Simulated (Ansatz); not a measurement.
# CH7FN2OSi: inversion of the pyramid at N1, part 1 of 2

Wanted: the energy profile along the inversion of the pyramid at N1, from relaxed end points and a band of images. SMILES of the start: NC(O)(F)N[SiH3].

All numbers below are computed with Ansatz 0.2.0 (RKS B3LYP-D4/def2-SVP).

**1. The system as given**

Bond lengths: N1–C2 1.439 Å, C2–O3 1.358 Å, C2–F4 1.270 Å, C2–N5 1.410 Å, N5–Si6 1.711 Å, N1–H7 0.980 Å, N1–H8 0.995 Å, O3–H9 0.993 Å, N5–H10 0.999 Å, Si6–H11 1.495 Å, Si6–H12 1.471 Å, Si6–H13 1.527 Å. Angles (14 of 19 angles, heavy atoms first): N1–C2–O3 106.1°, N1–C2–F4 111.6°, N1–C2–N5 107.7°, O3–C2–F4 105.4°, O3–C2–N5 113.2°, F4–C2–N5 112.7°, C2–N5–Si6 124.3°, C2–N1–H7 104.8°, C2–N1–H8 106.2°, C2–O3–H9 105.3°, C2–N5–H10 106.3°, Si6–N5–H10 108.3°, N5–Si6–H11 107.7°, N5–Si6–H12 107.6°.

As a file:

```xyz
13

N     0.0032   -1.7805   -1.0647
C    -0.1965   -0.7798   -0.0504
O     0.5858   -1.1434    0.9979
F    -1.3854   -0.7973    0.3948
N     0.1583    0.4675   -0.6031
Si   -0.1522    1.9756    0.1420
H    -0.4194   -2.5886   -0.7052
H     0.9882   -1.8926   -1.1539
H     0.0022   -1.0709    1.7983
H     1.1344    0.4153   -0.8116
H     0.5017    1.9619    1.4866
H     0.4596    3.0204   -0.6942
H    -1.6593    2.1777    0.2783
```

**2. End point A**

input.yaml reads:

```yaml
crystal:
  periodic: [false, false, false]
  atoms:
    - { symbol: "N", position_ang: [0.0032, -1.7805, -1.0647] }
    - { symbol: C, position_ang: [-0.1965, -0.7798, -0.0504] }
    - { symbol: O, position_ang: [0.5858, -1.1434, 0.9979] }
    - { symbol: F, position_ang: [-1.3854, -0.7973, 0.3948] }
    - { symbol: "N", position_ang: [0.1583, 0.4675, -0.6031] }
    - { symbol: Si, position_ang: [-0.1522, 1.9756, 0.142] }
    - { symbol: H, position_ang: [-0.4194, -2.5886, -0.7052] }
    - { symbol: H, position_ang: [0.9882, -1.8926, -1.1539] }
    - { symbol: H, position_ang: [0.0022, -1.0709, 1.7983] }
    - { symbol: H, position_ang: [1.1344, 0.4153, -0.8116] }
    - { symbol: H, position_ang: [0.5017, 1.9619, 1.4866] }
    - { symbol: H, position_ang: [0.4596, 3.0204, -0.6942] }
    - { symbol: H, position_ang: [-1.6593, 2.1777, 0.2783] }
basis:
  gaussian: { orbitals: def2-SVP }
hamiltonian:
  xc: b3lyp
  dispersion: d4
relax:
  f_tol: 0.015
  max_steps: 40
```

On the command line:

```
ansatz run input.yaml --threads 2 --pin off --max-ram 3072MiB --backend cpu --events-out ev --progress --plain --runs-dir out
```

Standard output, cut to the lines that bear on the results:

```text
Warning: RAYON_NUM_THREADS=2 ignored (pool sized by the plan → 2); use --threads N
[...]
Functional definition: B3LYP
[...]
1327 factors; integrals over basis functions are off by at most 5.0e-4 eV
[...]
mean field -16763.58618425 eV, -616.0504295044 hartree, gradient 1.6e-5 eV, S^2 0.000000; 0 other end points of the search recorded, 0 dependent functions left out
[...]
reference -16763.58645126 eV, -616.0504393167 hartree; 29, 29 occupied and 94, 94 virtual orbitals, 1327 factors
relax step   1: F+E_penalty+E_count = -16764.03080032 eV  Δ(F+E_penalty+E_count) = +0.000e0 eV  max|allowed force component| = 5.186e0 eV/Å  Δτ_max = 0.0000 Å  (27 SCF iters, accepted)
[...]
relax step   7: F+E_penalty+E_count = -16764.95391199 eV  Δ(F+E_penalty+E_count) = -5.231e-2 eV  max|allowed force component| = 4.140e-1 eV/Å  Δτ_max = 0.2000 Å  (28 SCF iters, accepted)
[...]
relax step   9: F+E_penalty+E_count = -16764.99992712 eV  Δ(F+E_penalty+E_count) = -3.184e-2 eV  max|allowed force component| = 4.762e-1 eV/Å  Δτ_max = 0.1623 Å  (28 SCF iters, accepted)
[...]
relax step  10: F+E_penalty+E_count = -16765.01886045 eV  Δ(F+E_penalty+E_count) = -1.893e-2 eV  max|allowed force component| = 4.580e-1 eV/Å  Δτ_max = 0.1159 Å  (27 SCF iters, accepted)
[...]
relax step  11: F+E_penalty+E_count = -16765.03671910 eV  Δ(F+E_penalty+E_count) = -1.786e-2 eV  max|allowed force component| = 3.453e-1 eV/Å  Δτ_max = 0.1022 Å  (29 SCF iters, accepted)
[...]
1327 factors; integrals over basis functions are off by at most 6.3e-4 eV
```

**3. More of the same log: end point A relaxed**

Output, continued, cut to the lines that bear on the results:

```text
mean field -16764.61603435 eV, -616.0882757974 hartree, gradient 2.3e-5 eV, S^2 0.000000; 0 other end points of the search recorded, 0 dependent functions left out
[...]
reference -16764.61630664 eV, -616.0882858041 hartree; 29, 29 occupied and 94, 94 virtual orbitals, 1327 factors
[...]
Atom 9 at     1.484117     0.352981    -0.462486 Å, force    -0.006873     0.001858     0.001831 eV/Å
Atom 10 at    -0.563787     2.292926     1.466583 Å, force     0.000675     0.000262    -0.000222 eV/Å
Atom 11 at     0.643230     2.920144    -0.535217 Å, force    -0.000940    -0.000310    -0.000497 eV/Å
Atom 12 at    -1.593786     1.970080    -0.698639 Å, force     0.001236     0.000870    -0.000821 eV/Å
Dipole moment:     0.520407    -0.049408    -0.153703 e Å
```

It took 73 s on 2 threads of Arm Neoverse V2, shared host; peak memory 0.3 GiB.

The steps of the relaxation:

| step | energy from step 1 (eV) | largest force component (eV/Å) |
| --- | --- | --- |
| 1 | 0.0000 | 5.1857 |
| 2 | -0.6057 | 2.0233 |
| 3 | -0.7512 | 0.4603 |
| 4 | -0.8065 | 0.2787 |
| 5 | -0.8625 | 0.4007 |
| 6 | -0.8708 | 1.3240 |
| 7 | -0.9231 | 0.4140 |
| 8 | -0.9373 | 0.4301 |
| 9 | -0.9691 | 0.4762 |
| 10 | -0.9881 | 0.4580 |
| 11 | -1.0059 | 0.3453 |
| 12 | -1.0213 | 0.3112 |
| 13 | -1.0284 | 0.2963 |
| 14x | -1.0195 | 0.4856 |
| 15 | -1.0371 | 0.0676 |
| 16 | -1.0382 | 0.1261 |
| 17 | -1.0390 | 0.0264 |
| 18 | -1.0391 | 0.0153 |
| 19 | -1.0391 | 0.0084 |

Step 1 is the start. 1 step was tried and not accepted (marked x).

After: Bond lengths: N1–C2 1.412 Å, C2–O3 1.388 Å, C2–F4 1.411 Å, C2–N5 1.429 Å, N5–Si6 1.750 Å, N1–H7 1.016 Å, N1–H8 1.013 Å, O3–H9 0.969 Å, N5–H10 1.014 Å, Si6–H11 1.492 Å, Si6–H12 1.493 Å, Si6–H13 1.489 Å. Angles (14 of 19 angles, heavy atoms first): N1–C2–O3 109.4°, N1–C2–F4 109.1°, N1–C2–N5 113.6°, O3–C2–F4 106.8°, O3–C2–N5 113.4°, F4–C2–N5 104.1°, C2–N5–Si6 125.0°, C2–N1–H7 112.7°, C2–N1–H8 112.8°, C2–O3–H9 107.5°, C2–N5–H10 113.9°, Si6–N5–H10 121.1°, N5–Si6–H11 113.7°, N5–Si6–H12 104.0°.

**4. Relaxing end B**

The second end starts from a geometry with the move made by hand.

input.yaml: that of step 2 with these lines changed.

```diff
@@ -9,4 +9,4 @@
     - { symbol: Si, position_ang: [-0.1522, 1.9756, 0.142] }
-    - { symbol: H, position_ang: [-0.4194, -2.5886, -0.7052] }
-    - { symbol: H, position_ang: [0.9882, -1.8926, -1.1539] }
+    - { symbol: H, position_ang: [-0.90075, -2.04416, -1.33711] }
+    - { symbol: H, position_ang: [0.49119, -1.33045, -1.80637] }
     - { symbol: H, position_ang: [0.0022, -1.0709, 1.7983] }
```

On the command line:

```
ansatz run input.yaml --threads 2 --pin off --max-ram 3072MiB --backend cpu --events-out ev --progress --plain --runs-dir out
```

Standard output:

```text
Warning: RAYON_NUM_THREADS=2 ignored (pool sized by the plan → 2); use --threads N
The last accepted step is kept in <dir> (removed where the run ends without a failure and the disk answers)
Engine: ansatz 0.2.0, aarch64-unknown-linux-gnu
[... 1 set-up line as earlier in the session ...]
  parameter a0 = 0.2
  parameter ax = 0.72
  parameter ac = 0.81
  exchange = (1 - a0 - ax)*slater_x + ax*b88_x + a0*exact_x
  correlation = (1 - ac)*vwn_rpa_c + ac*lyp_c
1328 factors; integrals over basis functions are off by at most 5.0e-4 eV
mean field evaluation 1: about -16752.7685 eV, gradient 7.6e1 eV
mean field evaluation 2: about -16742.8172 eV, gradient 1.0e2 eV
mean field evaluation 4: about -16763.4153 eV, gradient 4.8e0 eV
mean field evaluation 8: about -16763.4871 eV, gradient 1.7e-1 eV
mean field evaluation 16: about -16763.4872 eV, gradient 9.0e-5 eV
mean field -16763.48719546 eV, -616.0467917334 hartree, gradient 9.3e-6 eV, S^2 0.000000; 0 other end points of the search recorded, 0 dependent functions left out
the calculation of the forces begins
reference -16763.48746178 eV, -616.0468015204 hartree; 29, 29 occupied and 94, 94 virtual orbitals, 1328 factors
relax step   1: F+E_penalty+E_count = -16763.93336878 eV  Δ(F+E_penalty+E_count) = +0.000e0 eV  max|allowed force component| = 5.381e0 eV/Å  Δτ_max = 0.0000 Å  (27 SCF iters, accepted)
these checks for a lower state are left out or cut short: starts, cluster_reference, orbital_swaps, neighbouring_geometries, increment
1328 factors; integrals over basis functions are off by at most 5.5e-4 eV
mean field -16764.10172109 eV, -616.0693751338 hartree, gradient 9.5e-6 eV, S^2 0.000000; 0 other end points of the search recorded, 0 dependent functions left out
the calculation of the forces begins
reference -16764.10198628 eV, -616.0693848794 hartree; 29, 29 occupied and 94, 94 virtual orbitals, 1328 factors
relax step   2: F+E_penalty+E_count = -16764.54058017 eV  Δ(F+E_penalty+E_count) = -6.072e-1 eV  max|allowed force component| = 2.141e0 eV/Å  Δτ_max = 0.1755 Å  (28 SCF iters, accepted)
these checks for a lower state are left out or cut short: starts, cluster_reference, orbital_swaps, neighbouring_geometries, increment
1328 factors; integrals over basis functions are off by at most 5.8e-4 eV
mean field evaluation 32: about -16764.2322 eV, gradient 2.2e-5 eV
mean field -16764.23224835 eV, -616.0741719222 hartree, gradient 2.2e-5 eV, S^2 0.000000; 0 other end points of the search recorded, 0 dependent functions left out
the calculation of the forces begins
reference -16764.23251286 eV, -616.0741816427 hartree; 29, 29 occupied and 94, 94 virtual orbitals, 1328 factors
relax step   3: F+E_penalty+E_count = -16764.66849025 eV  Δ(F+E_penalty+E_count) = -1.279e-1 eV  max|allowed force component| = 5.593e-1 eV/Å  Δτ_max = 0.0743 Å  (28 SCF iters, accepted)
these checks for a lower state are left out or cut short: starts, cluster_reference, orbital_swaps, neighbouring_geometries, increment
1328 factors; integrals over basis functions are off by at most 6.1e-4 eV
mean field -16764.30979976 eV, -616.0770218839 hartree, gradient 5.7e-6 eV, S^2 0.000000; 0 other end points of the search recorded, 0 dependent functions left out
the calculation of the forces begins
reference -16764.31006440 eV, -616.0770316091 hartree; 29, 29 occupied and 94, 94 virtual orbitals, 1328 factors
relax step   4: F+E_penalty+E_count = -16764.74788233 eV  Δ(F+E_penalty+E_count) = -7.939e-2 eV  max|allowed force component| = 3.382e-1 eV/Å  Δτ_max = 0.1377 Å  (29 SCF iters, accepted)
these checks for a lower state are left out or cut short: starts, cluster_reference, orbital_swaps, neighbouring_geometries, increment
1328 factors; integrals over basis functions are off by at most 6.5e-4 eV
mean field -16764.38374568 eV, -616.0797393462 hartree, gradient 1.8e-5 eV, S^2 0.000000; 0 other end points of the search recorded, 0 dependent functions left out
the calculation of the forces begins
reference -16764.38401317 eV, -616.0797491762 hartree; 29, 29 occupied and 94, 94 virtual orbitals, 1328 factors
relax step   5: F+E_penalty+E_count = -16764.82267325 eV  Δ(F+E_penalty+E_count) = -7.479e-2 eV  max|allowed force component| = 1.138e0 eV/Å  Δτ_max = 0.1952 Å  (28 SCF iters, accepted)
these checks for a lower state are left out or cut short: starts, cluster_reference, orbital_swaps, neighbouring_geometries, increment
1328 factors; integrals over basis functions are off by at most 6.6e-4 eV
mean field -16764.54385761 eV, -616.0856233514 hartree, gradient 1.2e-5 eV, S^2 0.000000; 0 other end points of the search recorded, 0 dependent functions left out
the calculation of the forces begins
reference -16764.54412499 eV, -616.0856331773 hartree; 29, 29 occupied and 94, 94 virtual orbitals, 1328 factors
relax step   6: F+E_penalty+E_count = -16764.98019897 eV  Δ(F+E_penalty+E_count) = -1.575e-1 eV  max|allowed force component| = 7.703e-1 eV/Å  Δτ_max = 0.1999 Å  (28 SCF iters, accepted)
these checks for a lower state are left out or cut short: starts, cluster_reference, orbital_swaps, neighbouring_geometries, increment
1328 factors; integrals over basis functions are off by at most 6.7e-4 eV
mean field -16764.64545515 eV, -616.0893569920 hartree, gradient 2.2e-5 eV, S^2 0.000000; 0 other end points of the search recorded, 0 dependent functions left out
the calculation of the forces begins
reference -16764.64572213 eV, -616.0893668033 hartree; 29, 29 occupied and 94, 94 virtual orbitals, 1328 factors
relax step   7: F+E_penalty+E_count = -16765.08142175 eV  Δ(F+E_penalty+E_count) = -1.012e-1 eV  max|allowed force component| = 4.253e-1 eV/Å  Δτ_max = 0.2000 Å  (27 SCF iters, accepted)
these checks for a lower state are left out or cut short: starts, cluster_reference, orbital_swaps, neighbouring_geometries, increment
1328 factors; integrals over basis functions are off by at most 6.9e-4 eV
mean field evaluation 64: about -16764.7274 eV, gradient 8.1e-4 eV
mean field -16764.72741615 eV, -616.0923690031 hartree, gradient 6.8e-6 eV, S^2 0.000000; 0 other end points of the search recorded, 0 dependent functions left out
the calculation of the forces begins
reference -16764.72768478 eV, -616.0923788752 hartree; 29, 29 occupied and 94, 94 virtual orbitals, 1328 factors
relax step   8: F+E_penalty+E_count = -16765.16416108 eV  Δ(F+E_penalty+E_count) = -8.274e-2 eV  max|allowed force component| = 2.752e-1 eV/Å  Δτ_max = 0.2000 Å  (28 SCF iters, accepted)
these checks for a lower state are left out or cut short: starts, cluster_reference, orbital_swaps, neighbouring_geometries, increment
1328 factors; integrals over basis functions are off by at most 6.6e-4 eV
mean field -16764.76154366 eV, -616.0936231660 hartree, gradient 7.5e-6 eV, S^2 0.000000; 0 other end points of the search recorded, 0 dependent functions left out
the calculation of the forces begins
reference -16764.76181255 eV, -616.0936330474 hartree; 29, 29 occupied and 94, 94 virtual orbitals, 1328 factors
relax step   9: F+E_penalty+E_count = -16765.19898572 eV  Δ(F+E_penalty+E_count) = -3.482e-2 eV  max|allowed force component| = 3.408e-1 eV/Å  Δτ_max = 0.2000 Å  (28 SCF iters, accepted)
these checks for a lower state are left out or cut short: starts, cluster_reference, orbital_swaps, neighbouring_geometries, increment
1328 factors; integrals over basis functions are off by at most 6.7e-4 eV
mean field -16764.76570786 eV, -616.0937761975 hartree, gradient 8.1e-6 eV, S^2 0.000000; 0 other end points of the search recorded, 0 dependent functions left out
the calculation of the forces begins
reference -16764.76597686 eV, -616.0937860831 hartree; 29, 29 occupied and 94, 94 virtual orbitals, 1328 factors
relax step  10: F+E_penalty+E_count = -16765.20414766 eV  Δ(F+E_penalty+E_count) = -5.162e-3 eV  max|allowed force component| = 2.589e-1 eV/Å  Δτ_max = 0.1720 Å  (28 SCF iters, accepted)
these checks for a lower state are left out or cut short: starts, cluster_reference, orbital_swaps, neighbouring_geometries, increment
1328 factors; integrals over basis functions are off by at most 6.7e-4 eV
mean field -16764.77579901 eV, -616.0941470405 hartree, gradient 1.3e-5 eV, S^2 0.000000; 0 other end points of the search recorded, 0 dependent functions left out
the calculation of the forces begins
reference -16764.77606901 eV, -616.0941569627 hartree; 29, 29 occupied and 94, 94 virtual orbitals, 1328 factors
relax step  11: F+E_penalty+E_count = -16765.21293133 eV  Δ(F+E_penalty+E_count) = -8.784e-3 eV  max|allowed force component| = 1.788e-1 eV/Å  Δτ_max = 0.0573 Å  (28 SCF iters, accepted)
these checks for a lower state are left out or cut short: starts, cluster_reference, orbital_swaps, neighbouring_geometries, increment
1328 factors; integrals over basis functions are off by at most 6.7e-4 eV
mean field -16764.77572130 eV, -616.0941441845 hartree, gradient 1.0e-5 eV, S^2 0.000000; 0 other end points of the search recorded, 0 dependent functions left out
the calculation of the forces begins
reference -16764.77599099 eV, -616.0941540956 hartree; 29, 29 occupied and 94, 94 virtual orbitals, 1328 factors
relax step  12: F+E_penalty+E_count = -16765.21314265 eV  Δ(F+E_penalty+E_count) = -2.113e-4 eV  max|allowed force component| = 2.782e-1 eV/Å  Δτ_max = 0.0359 Å  (29 SCF iters, accepted)
these checks for a lower state are left out or cut short: starts, cluster_reference, orbital_swaps, neighbouring_geometries, increment
1328 factors; integrals over basis functions are off by at most 6.8e-4 eV
mean field evaluation 96: about -16764.7207 eV, gradient 2.4e0 eV
mean field -16764.77736449 eV, -616.0942045709 hartree, gradient 1.0e-5 eV, S^2 0.000000; 0 other end points of the search recorded, 0 dependent functions left out
the calculation of the forces begins
reference -16764.77763428 eV, -616.0942144855 hartree; 29, 29 occupied and 94, 94 virtual orbitals, 1328 factors
relax step  13: F+E_penalty+E_count = -16765.21492260 eV  Δ(F+E_penalty+E_count) = -1.780e-3 eV  max|allowed force component| = 5.500e-2 eV/Å  Δτ_max = 0.0450 Å  (28 SCF iters, accepted)
these checks for a lower state are left out or cut short: starts, cluster_reference, orbital_swaps, neighbouring_geometries, increment
1328 factors; integrals over basis functions are off by at most 6.8e-4 eV
mean field -16764.77720662 eV, -616.0941987691 hartree, gradient 1.1e-5 eV, S^2 0.000000; 0 other end points of the search recorded, 0 dependent functions left out
the calculation of the forces begins
reference -16764.77747568 eV, -616.0942086570 hartree; 29, 29 occupied and 94, 94 virtual orbitals, 1328 factors
relax step  14: F+E_penalty+E_count = -16765.21498664 eV  Δ(F+E_penalty+E_count) = -6.404e-5 eV  max|allowed force component| = 1.201e-1 eV/Å  Δτ_max = 0.0538 Å  (28 SCF iters, accepted)
these checks for a lower state are left out or cut short: starts, cluster_reference, orbital_swaps, neighbouring_geometries, increment
1328 factors; integrals over basis functions are off by at most 6.8e-4 eV
mean field -16764.77825782 eV, -616.0942374001 hartree, gradient 1.0e-5 eV, S^2 0.000000; 0 other end points of the search recorded, 0 dependent functions left out
the calculation of the forces begins
reference -16764.77852712 eV, -616.0942472966 hartree; 29, 29 occupied and 94, 94 virtual orbitals, 1328 factors
relax step  15: F+E_penalty+E_count = -16765.21601844 eV  Δ(F+E_penalty+E_count) = -1.032e-3 eV  max|allowed force component| = 2.092e-2 eV/Å  Δτ_max = 0.0243 Å  (29 SCF iters, accepted)
these checks for a lower state are left out or cut short: starts, cluster_reference, orbital_swaps, neighbouring_geometries, increment
1328 factors; integrals over basis functions are off by at most 6.7e-4 eV
mean field -16764.77823944 eV, -616.0942367246 hartree, gradient 1.0e-5 eV, S^2 0.000000; 0 other end points of the search recorded, 0 dependent functions left out
the calculation of the forces begins
reference -16764.77850861 eV, -616.0942466165 hartree; 29, 29 occupied and 94, 94 virtual orbitals, 1328 factors
relax step  16: F+E_penalty+E_count = -16765.21612361 eV  Δ(F+E_penalty+E_count) = -1.052e-4 eV  max|allowed force component| = 1.196e-2 eV/Å  Δτ_max = 0.0119 Å  (29 SCF iters, accepted)
1328 factors; integrals over basis functions are off by at most 6.7e-4 eV
mean field evaluation 128: about -16764.5999 eV, gradient 8.4e0 eV
mean field -16764.77823944 eV, -616.0942367246 hartree, gradient 1.0e-5 eV, S^2 0.000000; 1 other end points of the search recorded, 0 dependent functions left out
the calculation of the forces begins
reference -16764.77850861 eV, -616.0942466165 hartree; 29, 29 occupied and 94, 94 virtual orbitals, 1328 factors
Total energy: -16765.21639278 eV, -616.1103385629 hartree
Atom 0 at    -0.172809    -1.554916    -1.224639 Å, force     0.001219    -0.003046    -0.003468 eV/Å
Atom 1 at    -0.052844    -0.824788    -0.025393 Å, force    -0.007861     0.007563     0.009030 eV/Å
Atom 2 at     0.590123    -1.634411     0.881931 Å, force     0.001752    -0.011965     0.002226 eV/Å
Atom 3 at    -1.333274    -0.503267     0.530961 Å, force     0.008026    -0.000257    -0.000342 eV/Å
Atom 4 at     0.545503     0.456451    -0.211947 Å, force     0.011159     0.000589    -0.004682 eV/Å
Atom 5 at    -0.223102     1.990076     0.132745 Å, force     0.001643    -0.000425     0.000987 eV/Å
Atom 6 at    -0.517441    -2.497422    -1.051723 Å, force    -0.000058     0.001338     0.001445 eV/Å
Atom 7 at    -0.777044    -1.073147    -1.885070 Å, force    -0.000697     0.000572    -0.000611 eV/Å
Atom 8 at     0.782081    -1.094702     1.661372 Å, force    -0.004260     0.006906    -0.008029 eV/Å
Atom 9 at     1.411346     0.414744    -0.739256 Å, force    -0.008637     0.000426     0.005105 eV/Å
Atom 10 at    -0.533591     2.162218     1.580019 Å, force    -0.002905    -0.002102    -0.003308 eV/Å
Atom 11 at     0.794682     3.003898    -0.269516 Å, force     0.000042     0.001734    -0.000457 eV/Å
Atom 12 at    -1.471390     2.227158    -0.649064 Å, force     0.000577    -0.001333     0.002103 eV/Å
Dipole moment:     0.122189     0.012409    -0.143801 e Å
```

Wall time 62 s (2 threads of Arm Neoverse V2, shared host); peak memory 0.3 GiB.

Relaxation path:

| step | energy from step 1 (eV) | largest force component (eV/Å) |
| --- | --- | --- |
| 1 | 0.0000 | 5.3806 |
| 2 | -0.6072 | 2.1412 |
| 3 | -0.7351 | 0.5593 |
| 4 | -0.8145 | 0.3382 |
| 5 | -0.8893 | 1.1377 |
| 6 | -1.0468 | 0.7703 |
| 7 | -1.1481 | 0.4253 |
| 8 | -1.2308 | 0.2752 |
| 9 | -1.2656 | 0.3408 |
| 10 | -1.2708 | 0.2589 |
| 11 | -1.2796 | 0.1788 |
| 12 | -1.2798 | 0.2782 |
| 13 | -1.2816 | 0.0550 |
| 14 | -1.2816 | 0.1201 |
| 15 | -1.2826 | 0.0209 |
| 16 | -1.2828 | 0.0120 |

Step 1 is the start.

After: Bond lengths: N1–C2 1.409 Å, C2–O3 1.376 Å, C2–F4 1.433 Å, C2–N5 1.426 Å, N5–Si6 1.750 Å, N1–H7 1.018 Å, N1–H8 1.017 Å, O3–H9 0.967 Å, N5–H10 1.015 Å, Si6–H11 1.490 Å, Si6–H12 1.492 Å, Si6–H13 1.492 Å. Angles (14 of 19 angles, heavy atoms first): N1–C2–O3 107.2°, N1–C2–F4 111.8°, N1–C2–N5 112.9°, O3–C2–F4 107.1°, O3–C2–N5 114.8°, F4–C2–N5 103.0°, C2–N5–Si6 125.3°, C2–N1–H7 111.3°, C2–N1–H8 111.0°, C2–O3–H9 107.2°, C2–N5–H10 112.9°, Si6–N5–H10 120.9°, N5–Si6–H11 112.6°, N5–Si6–H12 104.1°.

(Continued in part 2 of 2.)
